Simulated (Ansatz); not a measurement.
# Bi (fcc type): a single-point run

The task is a single-point run on Bi (fcc type).

Computed with Ansatz 0.2.0 (DFT, LDA, all-electron PAW with datasets made for the crystal, scalar-relativistic, unless a step's input says otherwise).

## Step 1: Starting point

The structure is cubic, space group Fm-3m (No. 225). The conventional cell has a = 4.738 Å, b = 4.738 Å, c = 4.738 Å, α = 90.00°, β = 90.00°, γ = 90.00°. Bi (site symmetry m-3m) has 12 Bi at 3.35 Å as nearest neighbours.

Structure file:

```
Bi
1.0
     0.00000    2.36918    2.36918
     2.36918    0.00000    2.36918
     2.36918    2.36918    0.00000
Bi
1
Direct
  0.00000 0.00000 0.00000
```

## Step 2: Running it

input.yaml

```yaml
crystal:
  lattice:
    - [0.0, 2.3691826531, 2.3691826531]
    - [2.3691826531, 0.0, 2.3691826531]
    - [2.3691826531, 2.3691826531, 0.0]
  atoms:
    - { symbol: Bi, position: [0.0, 0.0, 0.0] }
kpoints:
  mp_grid: { grid: [14, 14, 14] }
scf:
  occupations: { method: methfessel_paxton, width: 2.0 }
  max_iter: 60
hamiltonian:
  xc: lda
  pseudopotentials: { kind: all_electron, datasets: crystal }
output:
  forces: true
  stress: true
  eigenvalues: true
```

The run is started by

```sh
> ansatz run input.yaml --threads 1 --pin off --max-ram 2048MiB --backend cpu --events-out ev --progress --plain --runs-dir out
```

What happens when this is run?

The run converged and reported no error, with warnings (crystal datasets made). Convergence says nothing about whether the input makes sense.

The suspect setting: scf.occupations.method is methfessel_paxton; scf.occupations.width is 2.0. A smearing this wide moves electrons out of filled levels into empty ones.

The test: set scf.occupations.method to fermi_dirac and scf.occupations.width to 0.1.
